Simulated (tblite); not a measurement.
# C7H14Ge: the cost of one run

Computed with tblite 0.8.0 and PySCF 2.14.0, with density-fitted response routines of our own, on a single molecule, in the gas phase or a continuum. Atoms count from 0, in the outputs and in this text.

## Step 1: Starting geometry

22 atoms, charge 0, multiplicity 1; geometry from: force field or distance geometry start.

Bonds of the start (Å): C0–C1 1.52, C1–C2 1.52, C1–C3 1.53, C1–C4 1.48, C4–C5 1.46, C5–C6 1.21, C6–Ge7 1.92, C0–H8 1.11, C0–H9 1.11, C0–H10 1.12, C2–H11 1.13, C2–H12 1.08, C2–H13 1.10, C3–H14 1.12, C3–H15 1.10, C3–H16 1.10, C4–H17 1.13, C4–H18 1.12, Ge7–H19 1.53, Ge7–H20 1.55, Ge7–H21 1.56.

## Step 2: Optimising the geometry with GFN2-xTB

Job settings and geometry (Å):

```
{"job": {"kind": "relax", "xc": "GFN2-xTB", "basis": "xTB"}, "charge": 0, "multiplicity": 1}
C     -1.034800    -1.346900     0.123900
C     -1.130000     0.173500     0.124800
C     -0.816400     0.762200     1.494600
C     -2.573800     0.512800    -0.256800
C     -0.298600     0.735200    -0.961300
C      1.081200     0.308900    -0.756800
C      2.235100    -0.022500    -0.590000
Ge     4.054300    -0.571300    -0.342400
H     -1.920400    -1.744200     0.663700
H     -0.073200    -1.690500     0.568500
H     -1.051700    -1.647800    -0.953500
H     -1.693600     1.433600     1.731100
H      0.107800     1.322700     1.465300
H     -0.809500     0.006400     2.287600
H     -2.802100    -0.115500    -1.155600
H     -2.549800     1.552200    -0.616000
H     -3.255900     0.335200     0.588400
H     -0.709200     0.312900    -1.927900
H     -0.375100     1.846800    -1.004000
H      4.071300    -1.528900     0.854500
H      4.928400     0.683000    -0.116800
H      4.605500    -1.298300    -1.607400
```

Launch:

```sh
$ OMP_NUM_THREADS=1 python probes_run.py task.json out
```

The driver reads the jobs from task.json and runs them one after another.

Q: Estimate the wall time and peak memory of this first job on 1 thread of Arm Neoverse N1, shared host.

About 1.6 s, with a peak of 0.18 GiB.
